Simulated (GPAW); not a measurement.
A run of GPAW 26.7.0:

run.py

```python
from ase import Atoms
from ase.dft.bandgap import bandgap
from ase.io import write
from ase.units import GPa
from gpaw import GPAW, PW

atoms = Atoms(['Cu', 'Ni', 'Ni', 'Ti'],
              cell=[[-1.8367805, 1.8367805, 3.574671],
                    [1.8367805, -1.8367805, 3.574671],
                    [1.8367805, 1.8367805, -3.574671]],
              scaled_positions=[[0.5, 0.5, 0.0],
                                [0.25, 0.75, 0.5],
                                [0.75, 0.25, 0.5],
                                [0.0, 0.0, 0.0]],
              pbc=True)
atoms.set_initial_magnetic_moments([0.6, 1.0, 1.0, 1.0])

calc = GPAW(mode=PW(600),
            xc='LDA',
            kpts={'size': (7, 7, 7), 'gamma': True},
            occupations={'name': 'fermi-dirac', 'width': 0.05},
            nbands=49,
            convergence={'density': 1e-05, 'energy': 1e-05},
            maxiter=150,
            txt='gpaw.txt')
atoms.calc = calc
energy = atoms.get_potential_energy()
forces = atoms.get_forces()
stress = atoms.get_stress()
calc.write('gs.gpw')
write('result.traj', atoms)
print(f'Energy: {energy:.6f} eV')
print('Forces (eV/A):')
print(forces.round(4))
print('Stress (GPa):', (stress / GPa).round(3))
print('Moments:', calc.get_magnetic_moments().round(3))
print('Fermi level:', round(calc.get_fermi_level(), 4), 'eV')
print(f'Gap: {bandgap(calc)[0]:.4f} eV, direct: {bandgap(calc, direct=True)[0]:.4f} eV')

path = atoms.cell.bandpath('GXYSGZS1NPY1Z,XP', npoints=60, eps=1e-4)
bs_calc = calc.fixed_density(kpts=path, symmetry='off', nbands=66,
                             convergence={'bands': 'CBM+6.0', 'eigenstates': 1e-6}, txt='bands.txt')
bs = bs_calc.band_structure()
bs.write('bs.json')
print(f'Gap on the path: {bandgap(bs_calc)[0]:.4f} eV')
```

Potentials or basis: the program's PAW data sets (release 1.2.1) made for this functional, pw.

Run with:

```sh
$ OMP_NUM_THREADS=1 python run.py
```

Hardware: 1 thread of Arm Neoverse V2 (shared host).

Q: How long does it take, and how much memory?

A: Run time: 5.1 min on 1 thread of Arm Neoverse V2, with other jobs on the host, peak memory 0.58 GiB. Counts: scf iterations 21, plane waves 1646, bands 49, k points 40.
